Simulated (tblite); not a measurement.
# C7H10Cl2Si: the cost of one run

The runs use tblite 0.8.0 and PySCF 2.14.0, with density-fitted response routines of our own; the level of theory stands in each step. All values are computed, except where a source is named. Atoms are numbered from 0 throughout.

## (1) The starting structure

20 atoms, charge 0, multiplicity 1; geometry from: force field or distance geometry start.

Bonds of the start (Å): C0–C1 1.35, C1–C2 1.50, C2–Si3 1.89, Si3–Cl4 2.04, Si3–C5 1.88, C5–C6 1.34, C6–Cl7 1.77, C6–C8 1.51, C8–C9 1.53, C9–C5 1.51, C0–H10 1.08, C0–H11 1.09, C1–H12 1.10, C2–H13 1.09, C2–H14 1.08, Si3–H15 1.47, C8–H16 1.10, C8–H17 1.09, C9–H18 1.10, C9–H19 1.09.

## (2) Optimising the geometry with GFN2-xTB

What the job is given:

```
{"job": {"kind": "relax", "xc": "GFN2-xTB", "basis": "xTB"}, "charge": 0, "multiplicity": 1}
C      3.168300    -0.321900     1.367900
C      1.894900    -0.654500     1.057500
C      1.514000    -1.422000    -0.170100
Si     0.388600    -0.510000    -1.383300
Cl     1.359200     1.105400    -2.157800
C     -1.142200     0.244000    -0.583000
C     -2.035900    -0.188800     0.319700
Cl    -2.227100    -1.700600     1.225900
C     -2.828300     1.093500     0.298500
C     -1.809500     1.594700    -0.728300
H      3.989700    -0.563800     0.714400
H      3.381600     0.214800     2.287300
H      1.101700    -0.396700     1.778200
H      1.000800    -2.336500     0.144700
H      2.397000    -1.736400    -0.714200
H      0.002100    -1.387900    -2.501900
H     -3.856200     1.024900    -0.081700
H     -2.854200     1.663700     1.231200
H     -1.225800     2.468000    -0.395500
H     -2.223700     1.820800    -1.712500
```

On the command line:

```bash
$ OMP_NUM_THREADS=1 python probes_run.py task.json out
```

One launch serves the whole session: the jobs run in the order shown.

**Question.** How long does this first job take on 1 thread of Intel Xeon at 2.50GHz, shared host, and how much memory does it need?

About 3.4 s, with a peak of 0.18 GiB.
